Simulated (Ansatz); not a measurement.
Turn this script for the Python package of Ansatz (0.2.0) into the input file that the command-line program reads.

`cas.py`:
```python
"""Active-space calculation on GaH3."""

import ansatz

GEOMETRY = """
Ga    0.04490   -0.01980   -0.01920
H     1.12380    0.37640    0.78860
H    -0.55140   -1.45540   -0.00350
H    -0.56190    1.03860   -0.78620
"""

molecule = ansatz.Crystal.molecule()
for line in GEOMETRY.strip().splitlines():
    symbol, *xyz = line.split()
    molecule = molecule.atom(symbol, [float(v) for v in xyz])

calculation = molecule.calculation().basis(gaussian="def2-SVP").correlation(active_electrons=4, active_orbitals=4)
for method in ["sc_nevpt2"]:
    data = (calculation if method is None else calculation.correlation(method)).run(threads=1, pin="off").report
    space = data["configurations"]
    state = space["states"][0]
    print(method or "casscf", f"total {data['free_energy_ev'] / 27.211386246:.6f} Ha, active-space state {state['energy']['hartree']:.6f} Ha, mean field {data['reference_energy_ev'] / 27.211386246:.6f} Ha")
    print("  determinants", state["n_determinants"], " natural occupations", [round(n, 3) for n in space["natural_occupations"]])
```

```console
$ python cas.py
sc_nevpt2 total -1924.924815 Ha, active-space state -1924.722072 Ha, mean field -1924.696317 Ha
  determinants 36  natural occupations [1.985, 1.977, 0.025, 0.014]
```

`input.yaml`:
```yaml
crystal:
  periodic: [false, false, false]
  atoms:
    - { symbol: Ga, position_ang: [0.0449, -0.0198, -0.0192] }
    - { symbol: H, position_ang: [1.1238, 0.3764, 0.7886] }
    - { symbol: H, position_ang: [-0.5514, -1.4554, -0.0035] }
    - { symbol: H, position_ang: [-0.5619, 1.0386, -0.7862] }
basis:
  gaussian:
    orbitals: def2-SVP
correlation:
  method: sc_nevpt2
  active_space:
    window:
      electrons: 4
      orbitals: 4
```

What to keep in mind:
- Total energies depend on the basis set; only differences at equal settings carry meaning.
- The geometry is a force-field or estimated start, not a minimum of this method, and the basis set is short of its limit. The active space starts as a window about the frontier orbitals and is then optimised, not chosen by chemistry.
- Wall time of the script: 2.4 s on 1 thread of Arm Neoverse V2, on a shared host, peak memory 0.16 GiB.

(Lines on the test bed's own set-up are left out of the output.)
